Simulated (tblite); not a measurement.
# C3H11NSSi2: the cost of one run

Computed with tblite 0.8.0 and PySCF 2.14.0, with density-fitted response routines of our own, on a single molecule in the gas phase. Atoms are numbered from 0 throughout.

**1. Starting geometry**

18 atoms, charge 0, multiplicity 1; geometry from: force field or distance geometry start.

Bonds of the start (Å): C0–C1 1.32, C1–Si2 1.87, Si2–Si3 2.23, Si3–N4 1.76, C1–S5 1.79, S5–C6 1.81, C0–H7 1.09, C0–H8 1.07, Si2–H9 1.46, Si2–H10 1.48, Si3–H11 1.47, Si3–H12 1.48, N4–H13 1.03, N4–H14 1.05, C6–H15 1.11, C6–H16 1.13, C6–H17 1.09.

**2. Optimising the geometry with GFN2-xTB**

The job: settings as JSON, then the geometry in Å.

```
{"job": {"kind": "relax", "xc": "GFN2-xTB", "basis": "xTB"}, "charge": 0, "multiplicity": 1}
C     -0.989800     0.953100    -0.031400
C     -0.887400    -0.310100    -0.410100
Si     0.753500    -0.781000    -1.177300
Si     2.271700    -0.705900     0.456400
N      3.781200    -0.136200    -0.236600
S     -2.186400    -1.526600    -0.181500
C     -3.579600    -0.679100     0.601600
H     -0.136200     1.599100    -0.212800
H     -1.852100     1.386300     0.430600
H      0.681800    -2.129500    -1.740500
H      1.087300     0.198200    -2.238600
H      1.772000     0.258400     1.446000
H      2.373900    -2.007800     1.156600
H      4.595600    -0.766700    -0.176400
H      4.001500     0.873400    -0.078600
H     -4.553200    -1.115900     0.296700
H     -3.507100    -0.752500     1.723100
H     -3.635200     0.384200     0.361300
```

Run with:

```bash
$ OMP_NUM_THREADS=1 python probes_run.py task.json out
```

The driver reads the jobs from task.json and runs them one after another.

Q: Estimate the wall time and peak memory of this first job on 1 thread of Intel Xeon at 2.50GHz, shared host.

About 2.7 s, with a peak of 0.18 GiB.
